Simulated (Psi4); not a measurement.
# SnH3Br (SMILES [Br][SnH3]): a chain of runs

We compute a geometry optimisation (r2SCAN-3c/def2-mTZVPP), then the harmonic vibrations, then the energy (MP2/def2-TZVPP) of SnH3Br. 

The results are computed with Psi4 1.11.

### Step 1. Starting point

The species is SnH3Br (5 atoms), meant as a singlet with charge 0. SMILES: `[Br][SnH3]`. All atoms were displaced at random from a relaxed shape. The run starts from this shape.

Bond lengths: Br1–Sn2 2.550 Å, Sn2–H3 1.622 Å, Sn2–H4 1.722 Å, Sn2–H5 1.620 Å. Angles: Br1–Sn2–H3 100.9°, Br1–Sn2–H4 106.3°, Br1–Sn2–H5 104.3°, H3–Sn2–H4 110.5°, H3–Sn2–H5 118.7°, H4–Sn2–H5 114.2°.

### Step 2. A geometry optimisation at r2SCAN-3c/def2-mTZVPP (density fitting, core potential) (run 1)

Input file calc.py:

```python
import psi4

psi4.set_memory('1600 MB')
psi4.set_num_threads(1)
psi4.core.set_output_file('output.dat', False)

molecule = psi4.geometry("""
0 1
Br    -2.134079     0.293157     0.722219
Sn     0.270023     0.015795    -0.082922
H      0.126831     0.466584    -1.633909
H      0.624642    -1.665997     0.025686
H      1.138857     0.944344     0.920913
symmetry c1
""")

psi4.set_options({
    'reference': 'rks',
    'geom_maxiter': 60,
})

energy_value, wavefunction = psi4.optimize("r2scan-3c", molecule=molecule, return_wfn=True)
print('E =', round(energy_value, 9))
print(molecule.to_string(dtype='xyz', units='Angstrom'))
for k, v in sorted(psi4.core.scalar_variables().items()):
    print(f'{k:45s} {v:18.10f}')
```

Launch:

```console
$ python calc.py
```

output.dat:

```text
[...]
    !!!  WARNING: ECP capability is in beta. Please check occupations closely.  !!!
[...]
  Running in c1 symmetry.
[...]
  Nuclear repulsion =  198.023301474057064
[...]
  Multiplicity = 1
[...]
  Nalpha       = 30
  Nbeta        = 30
[...]
    Number of basis functions: 87
[...]
   @DF-RKS iter   1: -2789.82732025531732   -2.06213e+00   1.85457e-02 DIIS/ADIIS
[...]
    !!!  WARNING: ECP capability is in beta. Please check occupations closely.  !!!
[...]
   @DF-RKS iter   5: -2790.33785526952761   -1.81899e-12   6.01225e-09 DIIS
[...]
  @DF-RKS Final Energy: -2790.33785526952761
   => Energetics <=
    Nuclear Repulsion Energy =            199.6112813578275222
    One-Electron Energy =               -4359.2363252210516293
    Two-Electron Energy =                1479.8447645709866265
    DFT Exchange-Correlation Energy =    -110.5598185245573859
    Empirical Dispersion Energy =           0.0022425472672806
    VV10 Nonlocal Energy =                  0.0000000000000000
    Total Energy =                      -2790.3378552695276085
[...]
  -Total Gradient:
     Atom            X                  Y                   Z
    ------   -----------------  -----------------  -----------------
       1        0.000486156660    -0.000050597555    -0.000184877190
       2        0.000433889867    -0.000019046794    -0.000120825239
       3        0.000484668500    -0.000088879432    -0.000176152510
       4        0.000476690448    -0.000057818621    -0.000193809050
       5        0.000488962670    -0.000074307043    -0.000188082828
[...]
```

Wall time 40 s (1 thread of Intel Xeon 6975P-C (Granite Rapids), shared host); peak memory 0.82 GiB.

Steps, from the record of the run:

```tsv
step	energy from the first frame kept (eV)	largest force (eV/Å)
0	0.0000	1.8330
1	-0.1052	0.3684
2	-0.1185	0.2414
3	-0.1252	0.0706
4	-0.1250	0.0453
5	-0.1251	0.0315
6	-0.1252	0.0301
7	-0.1252	0.0272
```

After the run. Bond lengths: Br1–Sn2 2.512 Å, Sn2–H3 1.700 Å, Sn2–H4 1.700 Å, Sn2–H5 1.700 Å. Angles: Br1–Sn2–H3 106.5°, Br1–Sn2–H4 106.5°, Br1–Sn2–H5 106.5°, H3–Sn2–H4 112.2°, H3–Sn2–H5 112.3°, H4–Sn2–H5 112.3°.

### Step 3. Vibrational wavenumbers at r2SCAN-3c/def2-mTZVPP (density fitting, core potential) (run 2)

Input file brh3sn.py:

```python
import psi4

psi4.set_memory('1600 MB')
psi4.set_num_threads(1)
psi4.core.set_output_file('brh3sn.out', False)

mol = psi4.geometry("""
0 1
Br    -2.104001     0.279977     0.745192
Sn     0.248453     0.022998    -0.097275
H      0.241130     0.546549    -1.714902
H      0.634447    -1.626909     0.043547
H      1.225744     1.000494     0.892763
""")

psi4.set_options({
    't': 298.15,
    'rotational_symmetry_number': 3,
})

energy_value, wavefunction = psi4.frequencies("r2scan-3c", return_wfn=True)
print(f'r2scan-3c energy: {energy_value:.10f} Eh')
print('wavenumbers / cm^-1:', wavefunction.frequencies().np.round(1))
for k in ('ZPVE', 'ENTHALPY', 'GIBBS FREE ENERGY'):
    print(f'{k}: {psi4.variable(k):.8f} Eh')
```

Launch:

```console
$ python brh3sn.py
```

brh3sn.out:

```text
[...]
  Running in c1 symmetry.
[...]
  Nuclear repulsion =  199.611287225316318
[...]
  Multiplicity = 1
[...]
  Nalpha       = 30
  Nbeta        = 30
[...]
    Number of basis functions: 87
[...]
   @DF-RKS iter   1: -2789.83585438385626   -2.05993e+00   1.84472e-02 ADIIS/DIIS
[...]
   @DF-RKS iter  10: -2790.33785450574260   -3.04681e-11   8.32836e-09 DIIS
[...]
  @DF-RKS Final Energy: -2790.33785450574260
   => Energetics <=
    Nuclear Repulsion Energy =            199.6158813007685069
    One-Electron Energy =               -4359.2456363665423851
    Two-Electron Energy =                1479.8496542199254691
    DFT Exchange-Correlation Energy =    -110.5599964450882879
    Empirical Dispersion Energy =           0.0022427851941725
    VV10 Nonlocal Energy =                  0.0000000000000000
    Total Energy =                      -2790.3378545057425981
[...]
  -Total Gradient:
     Atom            X                  Y                   Z
    ------   -----------------  -----------------  -----------------
       1        0.000484626895    -0.000061088713    -0.000189731548
       2        0.000569620949     0.000178257406     0.000022390518
       3        0.000511624965    -0.000031162810    -0.000175989014
       4        0.000491152300    -0.000096102209    -0.000155869443
       5        0.000330277356    -0.000237266807    -0.000391527913
[...]
  ==> Harmonic Vibrational Analysis <==
[...]
  Freq [cm^-1]                 246.9713            434.1152            485.7987
[...]
  IR activ [km/mol]            25.6747             11.2781             23.3624
[...]
  Freq [cm^-1]                 692.8276            714.6886            771.2562
[...]
  IR activ [km/mol]            221.4987            69.2585             55.2120
[...]
  Freq [cm^-1]                1941.4747           1951.1750           1959.5641
[...]
```

Standard output:

```text
Warning: used thermodynamics relations inappropriate for low-frequency modes: ['246.9713' '434.1152' '485.7987']
r2scan-3c energy: -2790.3378552699 Eh
wavenumbers / cm^-1: [ 247.   434.1  485.8  692.8  714.7  771.3 1941.5 1951.2 1959.6]
ZPVE: 0.02095429 Eh
ENTHALPY: -2790.31180930 Eh
GIBBS FREE ENERGY: -2790.34451456 Eh
```

It took 2.3 min on 1 thread of Intel Xeon 6975P-C (Granite Rapids), shared host; peak memory 0.84 GiB.

### Step 4. The energy at MP2/def2-TZVPP (density fitting, core potential, density fitting for correlation) (run 3)

Input file calc.in:

```
memory 1600 mb

molecule system {
  0 1
  Br    -2.104001     0.279977     0.745192
  Sn     0.248453     0.022998    -0.097275
  H      0.241130     0.546549    -1.714902
  H      0.634447    -1.626909     0.043547
  H      1.225744     1.000494     0.892763
}

set basis def2-TZVPP
set reference rhf
set num_frozen_docc 13

result, w = energy('mp2', return_wfn=True)
print_variables()
```

Launch:

```console
$ psi4 calc.in calc.out -n 1
```

calc.out:

```text
[...]
    !!!  WARNING: ECP capability is in beta. Please check occupations closely.  !!!
[...]
  Running in c1 symmetry.
[...]
  Nuclear repulsion =  199.611287225316318
[...]
  Multiplicity = 1
[...]
  Nalpha       = 30
  Nbeta        = 30
[...]
    Number of basis functions: 140
[...]
 WARNING: Atomic UHF is not converging! Try casting from a smaller basis or call Rob at CCMST.
   -------------------------
[...]
   @DF-RHF iter   1: -2787.29035527054475   -3.07018e+00   8.96320e-03 ADIIS/DIIS
[...]
   @DF-RHF iter  11: -2787.54433675463133   -9.09495e-13   3.89074e-09 DIIS
[...]
  @DF-RHF Final Energy: -2787.54433675463133
   => Energetics <=
    Nuclear Repulsion Energy =            199.6112872253163175
    One-Electron Energy =               -4359.5884186568428049
    Two-Electron Energy =                1372.4327946768951279
    Total Energy =                      -2787.5443367546313311
[...]
 Multipole Moments:
 ------------------------------------------------------------------------------------
     Multipole            Electronic (a.u.)      Nuclear  (a.u.)        Total (a.u.)
 ------------------------------------------------------------------------------------
 L = 1.  Multiply by 2.5417464519 to convert [e a0] to [Debye]
 Dipole X            :         50.5102043          -49.5097888            1.0004154
 Dipole Y            :         -5.5163074            5.4074098           -0.1088976
 Dipole Z            :        -18.0867776           17.7290318           -0.3577458
 Magnitude           :                                                    1.0680224
[...]
```

Wall time 2.6 s (1 thread of Intel Xeon 6975P-C (Granite Rapids), shared host); peak memory 0.29 GiB.

### Step 5. Results

```
                                                                               quantity             value
                                  run 1, r2SCAN-3c/def2-mTZVPP: total energy at the end    -2790.33786 Eh
                                            run 1, r2SCAN-3c/def2-mTZVPP: dipole moment            2.56 D
                                              run 1, r2SCAN-3c/def2-mTZVPP: HOMO energy          -7.16 eV
                                              run 1, r2SCAN-3c/def2-mTZVPP: LUMO energy          -1.71 eV
                                            run 1, r2SCAN-3c/def2-mTZVPP: HOMO–LUMO gap           5.45 eV
                               run 2, r2SCAN-3c/def2-mTZVPP: lowest harmonic wavenumber          247 cm⁻¹
                              run 2, r2SCAN-3c/def2-mTZVPP: highest harmonic wavenumber         1960 cm⁻¹
                                        run 2, r2SCAN-3c/def2-mTZVPP: zero-point energy       55.0 kJ/mol
run 2, r2SCAN-3c/def2-mTZVPP: ideal-gas entropy at 298.15 K (symmetry number 3 as used)  68.8 cal/(mol K)
                                                    run 3, MP2/def2-TZVPP: total energy    -2788.15255 Eh
                             run 3, MP2/def2-TZVPP: HOMO energy (Hartree–Fock orbitals)         -11.04 eV
                             run 3, MP2/def2-TZVPP: LUMO energy (Hartree–Fock orbitals)           1.68 eV
                           run 3, MP2/def2-TZVPP: HOMO–LUMO gap (Hartree–Fock orbitals)          12.72 eV
                    run 3, MP2/def2-TZVPP: correlation energy (13 core orbitals frozen)        -608.2 mEh
```

**Reading.** The optimisation (run 1, r2SCAN-3c/def2-mTZVPP) took 8 steps and changed the energy by -0.125 eV. All 9 modes (run 2, r2SCAN-3c/def2-mTZVPP) are real, so the shape is a minimum at this level.
